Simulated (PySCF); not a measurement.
**IrOCl2: doublet, from a PBE minimum start**

The task is one start of a wider search on IrOCl2: the doublet, from a PBE minimum start. It is relaxed, tested by its Hessian and followed downhill if it is a saddle.

The runs use PySCF 2.14.0; PBE, basis Ir def2-SVP with ECP60, O def2-SVP, Cl def2-SVP, scalar-relativistic core potentials, no spin–orbit coupling, density fitting.

### Step 1. The system as given

4 atoms, charge 0, spin multiplicity 2.

Bond lengths: Ir1–O2 1.696 Å, Ir1–Cl3 2.221 Å, Ir1–Cl4 2.221 Å. Angles: O2–Ir1–Cl3 120.4°, O2–Ir1–Cl4 120.4°, Cl3–Ir1–Cl4 119.1°.

Z-matrix (Å, degrees; charge 0 multiplicity 2):
```
Ir
O  1 1.6956
Cl 1 2.2205 2 120.43
Cl 1 2.2205 2 120.43 3 180.00
```

### Step 2. The SCF at the typed geometry

One driver script runs all steps and calls PySCF; scf.py shows how it sets up the SCF of each step. The optimiser is the driver's own. After this first run the driver tries any further starts and a stability analysis.

Contents of scf.py:

```python
from pyscf import gto, scf, dft
mol = gto.M(atom='''
Ir    -0.184780    -0.000000     0.000000
O     -1.880420     0.000000     0.000000
Cl     0.939870     1.914660     0.000000
Cl     0.939870    -1.914660     0.000000''',
    basis={'Ir': 'def2-SVP', 'O': 'def2-SVP', 'Cl': 'def2-SVP'},
    ecp={'Ir': 'def2-SVP'},
    charge=0, spin=1)
mf = dft.UKS(mol, xc='PBE')
mf.grids.atom_grid = (50, 194)
aux = {'Ir': 'def2-universal-JKFIT', 'O': 'def2-universal-JKFIT', 'Cl': 'def2-universal-JKFIT'}
mf = mf.density_fit(auxbasis=aux)
mf.conv_tol = 1e-08
mf.diis_space = 10
mf.max_cycle = 60
mf.init_guess = 'minao'
mf.verbose = 4
mf.kernel()
```

Run with:

```bash
$ OMP_NUM_THREADS=2 python axn.py task.json out
```

The program printed:

```text
init E= -1087.64777322984
[... the frontier-level lines of each cycle are left out ...]
cycle= 1 E= -1098.23681345643  delta_E= -10.6  |g|= 1.36  |ddm|= 5.81
cycle= 2 E= -1084.81508866514  delta_E= 13.4  |g|= 4.22  |ddm|= 7.86
cycle= 3 E= -1098.64043950834  delta_E= -13.8  |g|= 1.04  |ddm|= 7.27
cycle= 4 E= -1096.23118222256  delta_E= 2.41  |g|= 2.42  |ddm|= 2.11
cycle= 5 E= -1099.16811649963  delta_E= -2.94  |g|= 0.397  |ddm|= 2.32
cycle= 6 E= -1099.2568594714  delta_E= -0.0887  |g|= 0.0936  |ddm|= 0.497
cycle= 7 E= -1099.25964891346  delta_E= -0.00279  |g|= 0.0473  |ddm|= 0.125
cycle= 8 E= -1099.26087448865  delta_E= -0.00123  |g|= 0.00995  |ddm|= 0.0422
cycle= 9 E= -1099.26091881446  delta_E= -4.43e-05  |g|= 0.0051  |ddm|= 0.012
cycle= 10 E= -1099.2609302758  delta_E= -1.15e-05  |g|= 0.00133  |ddm|= 0.00387
cycle= 11 E= -1099.26093127503  delta_E= -9.99e-07  |g|= 0.000143  |ddm|= 0.00151
cycle= 12 E= -1099.26093128753  delta_E= -1.25e-08  |g|= 4.01e-05  |ddm|= 0.000275
cycle= 13 E= -1099.26093128865  delta_E= -1.12e-09  |g|= 2.24e-05  |ddm|= 8.24e-05
Extra cycle  E= -1099.26093128462  delta_E= 4.03e-09  |g|= 0.000103  |ddm|= 9.1e-05
converged SCF energy = -1099.26093128462  <S^2> = 0.7531755  2S+1 = 2.003173
```

This step, with its further starts and checks, needed 48 s of wall time on 2 threads of Arm Neoverse V1, shared host.

The starts that the driver tried:

```csv
start,energy (Eh)
the minimal-basis guess,-1099.260931
a thermally smeared density,-1099.260931
a smeared PBE density,-1099.260931
```

The test of internal stability and the other starts found no lower solution of this spin.

### Step 3. Relaxation: PBE minimum start, doublet

The program finds C2v symmetry in the start, which this walk keeps.

Changes to scf.py since step 2:

```diff
@@ -3,4 +3,4 @@
-Ir    -0.184780    -0.000000     0.000000
-O     -1.880420     0.000000     0.000000
-Cl     0.939870     1.914660     0.000000
-Cl     0.939870    -1.914660     0.000000''',
+Ir    -0.184778     0.000000     0.000000
+O     -1.880418     0.000000     0.000000
+Cl     0.939872     1.914660     0.000000
+Cl     0.939872    -1.914660     0.000000''',
@@ -17 +16,0 @@
-mf.init_guess = 'minao'
```

The optimiser's trace:

```csv
step,energy (Eh),change (kJ/mol),largest symmetric gradient (Eh/bohr)
0,-1099.260931,0.00,0.00022
```

The walk took 5 s.

End point (C2v, 0 steps, 0.0 kJ/mol gained): Ir–Cl 2.221 Å (×2), Ir–O 1.696 Å; Cl–Ir–Cl 119.1°, Cl–Ir–O 120.4° (×2).

### Step 4. Frequencies

On the finer grid the gradient is checked again; gradients at displacements of ±0.02 bohr then give force constants and infrared intensities.

Changes to scf.py since step 3:

```diff
@@ -3,4 +3,4 @@
-Ir    -0.184778     0.000000     0.000000
-O     -1.880418     0.000000     0.000000
-Cl     0.939872     1.914660     0.000000
-Cl     0.939872    -1.914660     0.000000''',
+Ir    -0.187153     0.000000     0.000000
+O     -1.882822     0.000000     0.000000
+Cl     0.942261     1.911816     0.000000
+Cl     0.942261    -1.911816     0.000000''',
@@ -11 +11 @@
-mf.grids.atom_grid = (50, 194)
+mf.grids.atom_grid = (75, 302)
@@ -14 +14 @@
-mf.conv_tol = 1e-08
+mf.conv_tol = 1e-10
```

This SCF starts from the last density.

SCF at the final geometry:

```text
init E= -1099.26098197464
[... the frontier-level lines of each cycle are left out ...]
cycle= 1 E= -1099.26098197462  delta_E= 2.59e-11  |g|= 7.95e-06  |ddm|= 6.14e-06
Extra cycle  E= -1099.26098197373  delta_E= 8.87e-10  |g|= 4.77e-05  |ddm|= 3.66e-05
converged SCF energy = -1099.26098197373  <S^2> = 0.75317014  2S+1 = 2.0031676
```

The whole step took 2.6 min.

Geometry: C2v; Ir–Cl 2.220 Å (×2), Ir–O 1.696 Å; Cl–Ir–Cl 118.9°, Cl–Ir–O 120.6° (×2).

Harmonic modes (main isotopes):

```
symmetry  ω (cm⁻¹)  IR (km/mol)  μ (u)     type
      a1       103          0.0  39.19     bend
      b1       134          0.3  25.44     bend
      b2       179          0.8  18.53     bend
      a1       393          8.6  37.29  stretch
      b2       407         39.9  42.81  stretch
      a1       971         63.1  17.18  stretch
```

All wavenumbers are real: a minimum.

Constants and moments:

```
Dipole moment                                                   : 0.51 D
Highest occupied level                                          : -6.14 eV
Lowest empty level                                              : -5.03 eV
Rotational constants                                            : 0.1343, 0.06595, 0.04422 cm⁻¹
Zero-point energy                                               : 13.1 kJ/mol
Principal polarisabilities                                      : 36.9, 60.0, 77.5 bohr³
Atomisation energy without zero-point energy                    : 1281 kJ/mol
Principal traceless quadrupole moments about the centre of mass : -1.53, -0.66, 2.19 D Å
Entropy at 298.15 K and 1 bar (electronic part: spin only)      : 340.0 J/(mol K)
Heat capacity Cp at 298.15 K                                    : 71.3 J/(mol K)
Enthalpy at 298.15 K above 0 K                                  : 16.89 kJ/mol
Rotational symmetry number                                      : 2
Spin squared ⟨S²⟩                                               : 0.753
```

Populations by atom (charges in e):

| atom | Mulliken | Löwdin | polar tensor | spin (Mulliken) | Mayer order to Ir1 |
| --- | --- | --- | --- | --- | --- |
| Ir1 | 0.44 | -0.33 | 0.96 | 0.57 | – |
| O2 | -0.20 | 0.00 | -0.40 | 0.40 | 1.90 |
| Cl3,4 | -0.12 | 0.17 | -0.28 | 0.02 | 1.13 |

Mulliken populations on Ir1 (outside its core potential): s 2.77, p 6.34, d 7.39, f 0.06.

### Step 5. Results

| quantity | value |
| --- | --- |
| minimum | doublet, C2v |
| geometry | Ir–Cl 2.220 Å (×2), Ir–O 1.696 Å; Cl–Ir–Cl 118.9°, Cl–Ir–O 120.6° (×2) |
| wavenumbers (cm⁻¹) | 103 (a1), 134 (b1), 179 (b2), 393 (a1), 407 (b2), 971 (a1) |
| dipole moment | 0.51 D |
| highest occupied, lowest empty level (either spin) | -6.14, -5.03 eV |
| polar-tensor charge of Ir1 | +0.96 e |
| zero-point energy | 13.1 kJ/mol |
| entropy at 298.15 K | 340.0 J/(mol K) |
| atomisation energy (no zero-point energy) | 1281 kJ/mol |
| ⟨S²⟩ | 0.753 |

In words: The PBE minimum start keeps its C2v symmetry and ends in a minimum. The strongest infrared band lies at 971 cm⁻¹ (a1, stretch). Most of the spin sits on Ir1 (Mulliken spin 0.57, against 1 for the whole molecule). Only this shape and spin were tried, so other structures or states may lie lower. Open d and f shells are described by one determinant, and the ground state may have another occupation or spin. Spin–orbit coupling, left out here, can matter for elements this heavy.

The search up to here took 3.5 min.
